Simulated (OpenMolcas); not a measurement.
**AlNH2F2 (SMILES [NH2][Al]([F])[F]): levels of theory compared**

Wanted: a comparison of 6 runs (HF/3-21G, B3LYP/6-31G*, PBE0/def2-SVP, MP2/cc-pVDZ, RI-MP2/ANO-L-VDZP, CCSD(T)/6-31G*) of AlNH2F2. 

Program for the calculation: OpenMolcas 26.06.

7 further runs of the same task are left out: 7 set aside as unsound or not needed.

**1. The molecule**

AlNH2F2 has 6 atoms, charge 0, and is taken as a singlet. SMILES: `[NH2][Al]([F])[F]`. Geometry: a GFN2-xTB relaxation, a rough one for these elements and not checked as a minimum.

Bond lengths: N1–Al2 1.761 Å, Al2–F3 1.644 Å, Al2–F4 1.644 Å, N1–H5 1.007 Å, N1–H6 1.007 Å. Angles: N1–Al2–F3 122.1°, N1–Al2–F4 121.9°, F3–Al2–F4 116.1°, Al2–N1–H5 124.8°, Al2–N1–H6 124.4°, H5–N1–H6 110.9°.

**2. Energy and gradient at HF/3-21G (run 1)**

struct.xyz reads:

```xyz
6

N     -0.370380     0.895360    -0.148750
Al     0.298980    -0.711860     0.117750
F      1.474720    -0.994470     1.230890
F     -0.217980    -2.018960    -0.733990
H     -0.093620     1.723030     0.353550
H     -1.091720     1.106910    -0.819450
```

test.inp reads:

```
&GATEWAY
 BASLIB
 $CurrDir
 COORD
 struct.xyz
 BASIS
 3-21G
 GROUP
 NoSym

&SEWARD

&SCF
 THRESHOLDS
 1e-10 1e-07 1e-07 1e-05
 PRORBITALS
 1 2

&ALASKA
```

The basis set 3-21G is read from a file made from the Basis Set Exchange's data (not shown).

Command:

```sh
$ export MOLCAS_MEM=1860
$ pymolcas test.inp > test.log
```

The log of the run:

```text
--- Start Module: gateway ---
[...]
--- Stop Module: gateway /rc=_RC_ALL_IS_WELL_ ---
[...]
      Basis functions           44
[...]
--- Start Module: scf ---
[...]
       Convergence after  12 Iterations
[...]
::    Total SCF energy                               -493.9078936157
[...]
      Total spin, S                                     0.0000000000
[...]
      Total electronic charge=   40.000000
      Total            charge=   -0.000000
[...]
      Dipole Moment (debye):
      Origin of the operator (angstrom)=    0.3156   -0.7539    0.1243
                   X= -1.1822E+00               Y=  2.8129E+00               Z= -4.4999E-01           Total=  3.0842E+00
      Quadrupole Moment (debye*angstrom):
[...]
--- Stop Module: scf /rc=_RC_ALL_IS_WELL_ ---
--- Start Module: alaska ---
[...]
 *              Molecular gradients               *
 **************************************************
  Irreducible representation: a
 ------------------------------------------------------------------------------------------
                              X                       Y                       Z
 ------------------------------------------------------------------------------------------
  N1               -1.19666951708997E-03    4.44936121724560E-03   -7.58712241097914E-04
  AL2               3.25240251142045E-03   -7.97846647258860E-03    1.35327518701556E-03
  F3                1.13016807511279E-03   -9.40826037587605E-05    1.10938696854923E-03
  F4               -6.77578909841436E-04   -1.01797387597813E-03   -9.00446884468664E-04
  H5                1.18477499305392E-03    3.83519397024124E-03    2.50423762563412E-03
  H6               -3.69309715264388E-03    8.05967764819115E-04   -3.30774065563411E-03
 ------------------------------------------------------------------------------------------
[...]
```

Wall time 2.1 s (1 thread of Arm Neoverse V2, shared host); peak memory 0.37 GiB.

**3. Energy and forces at B3LYP/6-31G(d) (spherical functions) (run 2)**

run.inp reads:

```
* AlF2H2N Kohn-Sham DFT

&GATEWAY
 BASLIB = $CurrDir
 BASISSET
 N.6-31Gs....
 N1 -0.370380 0.895360 -0.148750 angstrom
 End of Basis
 BASISSET
 Al.6-31Gs....
 Al2 0.298980 -0.711860 0.117750 angstrom
 End of Basis
 BASISSET
 F.6-31Gs....
 F3 1.474720 -0.994470 1.230890 angstrom
 F4 -0.217980 -2.018960 -0.733990 angstrom
 End of Basis
 BASISSET
 H.6-31Gs....
 H5 -0.093620 1.723030 0.353550 angstrom
 H6 -1.091720 1.106910 -0.819450 angstrom
 End of Basis

&SEWARD
 GRIDINPUT
 Grid=UltraFine
 End of Grid

&SCF
 KSDFT = B3LYP
 THRESHOLDS = 1e-10 1e-07 1e-07 1e-05
 PRORBITALS = 1

&ALASKA
```

The basis set 6-31G* is read from a file made from the Basis Set Exchange's data (not shown).

Command:

```sh
$ export MOLCAS_MEM=1860
$ pymolcas run.inp > run.log
```

The log of the run:

```text
--- Start Module: gateway ---
[...]
--- Stop Module: gateway /rc=_RC_ALL_IS_WELL_ ---
[...]
      Basis functions           64
[...]
--- Start Module: scf ---
[...]
       Convergence after  13 Iterations
[...]
::    Total KS-DFT energy                            -498.2455525303
[...]
      Total spin, S                                     0.0000000000
[...]
      Total electronic charge=   40.000000
      Total            charge=   -0.000000
[...]
      Dipole Moment (debye):
      Origin of the operator (angstrom)=    0.3156   -0.7539    0.1243
                   X= -1.0455E+00               Y=  2.4922E+00               Z= -4.0211E-01           Total=  2.7323E+00
      Quadrupole Moment (debye*angstrom):
[...]
--- Stop Module: scf /rc=_RC_ALL_IS_WELL_ ---
[...]
--- Start Module: alaska ---
[...]
 *              Molecular gradients               *
 **************************************************
  Irreducible representation: a
 ------------------------------------------------------------------------------------------
                              X                       Y                       Z
 ------------------------------------------------------------------------------------------
  N1               -1.30386486808387E-03    3.86787506206865E-03   -3.90167752430504E-04
  AL2               6.87021488901096E-04   -1.57577190565128E-03    1.97658433968406E-04
  F3               -3.23742386910553E-03   -1.24820938278303E-03   -3.56274175875271E-03
  F4                2.69860440197345E-03    2.45510752962730E-03    3.41457078631002E-03
  H5               -1.53362038313498E-03   -3.09720766518362E-03   -2.27440595266248E-03
  H6                2.68928322934947E-03   -4.01793638076464E-04    2.61508624358475E-03
 ------------------------------------------------------------------------------------------
[...]
```

Wall time 15 s (1 thread of Arm Neoverse V2, shared host); peak memory 0.4 GiB.

**4. Energy and forces at PBE0/def2-SVP (run 3)**

geom.xyz reads:

```xyz
6

N     -0.370380     0.895360    -0.148750
Al     0.298980    -0.711860     0.117750
F      1.474720    -0.994470     1.230890
F     -0.217980    -2.018960    -0.733990
H     -0.093620     1.723030     0.353550
H     -1.091720     1.106910    -0.819450
```

job.inp reads:

```
&gateway
baslib = $CurrDir
coord = geom.xyz
basis = def2-SVP
group = NoSym
&seward
gridinput
Grid=UltraFine
End of Grid
&scf
ksdft = PBE0
thresholds = 1e-10 1e-07 1e-07 1e-05
prorbitals = 1 1
&alaska
```

The basis set def2-SVP is read from a file made from the Basis Set Exchange's data (not shown).

Command:

```sh
$ export MOLCAS_MEM=1860
$ pymolcas job.inp > job.log
```

The log of the run:

```text
--- Start Module: gateway ---
[...]
--- Stop Module: gateway /rc=_RC_ALL_IS_WELL_ ---
[...]
      Basis functions           70
[...]
--- Start Module: scf ---
[...]
       Convergence after  13 Iterations
[...]
::    Total KS-DFT energy                            -497.6097384901
[...]
      Total spin, S                                     0.0000000000
[...]
      Total electronic charge=   40.000000
      Total            charge=   -0.000000
[...]
      Dipole Moment (debye):
      Origin of the operator (angstrom)=    0.3156   -0.7539    0.1243
                   X= -1.0811E+00               Y=  2.5810E+00               Z= -4.1703E-01           Total=  2.8292E+00
      Quadrupole Moment (debye*angstrom):
[...]
--- Stop Module: scf /rc=_RC_ALL_IS_WELL_ ---
[...]
--- Start Module: alaska ---
[...]
 *              Molecular gradients               *
 **************************************************
  Irreducible representation: a
 ------------------------------------------------------------------------------------------
                              X                       Y                       Z
 ------------------------------------------------------------------------------------------
  N1               -4.47856949538927E-03    1.14916826012053E-02   -1.66945576379818E-03
  AL2               4.24406964136237E-03   -1.01650812108862E-02    1.62860423791134E-03
  F3               -5.25139860377877E-03   -6.51386770257556E-04   -5.44618052220258E-03
  F4                3.51822619339970E-03    4.76586079620667E-03    4.82041737644501E-03
  H5               -1.59170264500208E-03   -4.36803356376458E-03   -2.65998265120615E-03
  H6                3.55937490942981E-03   -1.07304185249602E-03    3.32659732291640E-03
 ------------------------------------------------------------------------------------------
[...]
```

It took 15 s on 1 thread of Arm Neoverse V2, shared host; peak memory 0.41 GiB.

Runs 4 to 5 aren't shown in full; the table further down has their settings and results.

**5. The energy at CCSD(T)/6-31G(d) (spherical functions) (run 6)**

test.input reads:

```
* AlF2H2N CCSD(T)
&GATEWAY
BasLib = $CurrDir
Coord
6
angstrom
N       -0.370380       0.895360      -0.148750
Al       0.298980      -0.711860       0.117750
F        1.474720      -0.994470       1.230890
F       -0.217980      -2.018960      -0.733990
H       -0.093620       1.723030       0.353550
H       -1.091720       1.106910      -0.819450
Basis = 6-31Gs
Group = NoSym
&SEWARD
&SCF
Thresholds = 1e-10 1e-07 1e-07 1e-05
PrOrbitals = 1 1
&RASSCF
FileOrb = $Project.ScfOrb
Spin = 1
Nactel = 0 0 0
Inactive = 20
Ras2 = 0
OutOrbitals = Canonical
OrbListing = Few
&MOTRA
JobIph
Frozen = 8
&CCSDT
CCT
Triples = 2
Iterations = 80
Accuracy = 1e-08
Extrapolation = 5 4
```

The basis set 6-31G* is read from a file made from the Basis Set Exchange's data (not shown).

Command:

```sh
$ export MOLCAS_MEM=1860
$ pymolcas test.input > test.log
```

The log of the run:

```text
--- Start Module: gateway ---
[...]
--- Stop Module: gateway /rc=_RC_ALL_IS_WELL_ ---
[...]
      Basis functions           64
[...]
       Convergence after  12 Iterations
[...]
::    Total SCF energy                               -496.5825323517
[...]
      Total spin, S                                     0.0000000000
[...]
      Number of active orbitals                  0
[...]
      Spin quantum number                      0.0
[...]
      Active orbitals                            0
[...]
      Number of CSFs                             1
[...]
      Number of root(s) required                 1
[...]
      Convergence after  4 iterations
[...]
      Natural orbitals and occupation numbers for root  1
      ************************************************************************************************************************
      *                                                    Final results                                                     *
      ************************************************************************************************************************
[...]
::    RASSCF root number  1 Total energy:   -496.58253235
[...]
      Total electronic charge=   40.000000
      Total            charge=   -0.000000
[...]
      Dipole Moment (debye):
      Origin of the operator (angstrom)=    0.3156   -0.7539    0.1243
                   X= -1.0761E+00               Y=  2.5651E+00               Z= -4.1246E-01           Total=  2.8121E+00
      Quadrupole Moment (debye*angstrom):
[...]
--- Start Module: motra ---
[...]
--- Stop Module: motra /rc=_RC_ALL_IS_WELL_ ---
--- Start Module: ccsdt ---
[...]
      Convergence after                    17  Iterations
      Total energy (diff) :    -497.15693881       0.00000000
[...]
 METHOD                       : CCSD+T(CCSD)+<T3(1)WT1> = CCSD(T)
[...]
       CCSD     =      -497.1569388058234
[...]
```

It took 17 s on 1 thread of Arm Neoverse V2, shared host; peak memory 0.4 GiB.

**6. Overview of the runs**

```
run                                 level  integration grid      task  energy (Eh)  dipole moment (D) of the reference  HOMO energy (eV)  LUMO energy (eV)  wall time
  1                              HF/3-21G                 –  gradient  -493.907894                                3.08            -11.23              3.09      2.1 s
  2    B3LYP/6-31G* (spherical functions)         UltraFine  gradient  -498.245553                                2.73             -7.36             -0.72       15 s
  3                         PBE0/def2-SVP         UltraFine  gradient  -497.609738                                2.83             -7.79             -0.43       15 s
  4                           MP2/cc-pVDZ                 –    energy  -497.210681                                3.07            -11.56              2.58      3.3 s
  5      RI-MP2/ANO-L-VDZP (RICD fitting)                 –    energy  -497.327249                                3.15            -11.97              1.38      4.8 s
  6  CCSD(T)/6-31G* (spherical functions)                 –    energy  -497.166305                                2.81            -11.39              2.52       17 s
```

**7. What came out**

| quantity | value |
| --- | --- |
| run 6: total energy | -497.16630 Eh |
| run 6: dipole moment (mean-field density) | 2.81 D |
| run 6: HOMO energy (Hartree–Fock orbitals) | -11.39 eV |
| run 6: LUMO energy (Hartree–Fock orbitals) | 2.52 eV |
| run 6: HOMO–LUMO gap (Hartree–Fock orbitals) | 13.91 eV |
| run 6: correlation energy (8 core orbitals frozen) | -583.8 mEh |
| run 6: (T) correction | -9.37 mEh |

**Reading.** Over runs 1, 2, 3 the dipole moment (its size) runs from 2.73 D (B3LYP/6-31G*) to 3.08 D (HF/3-21G). The two ends differ in method and basis. Over runs 1, 2, 3 the HOMO–LUMO gap runs from 6.65 eV (B3LYP/6-31G*) to 14.32 eV (HF/3-21G). Totals of different functionals can't be ranked against each other. All runs together took 56 s, the longest 17 s.
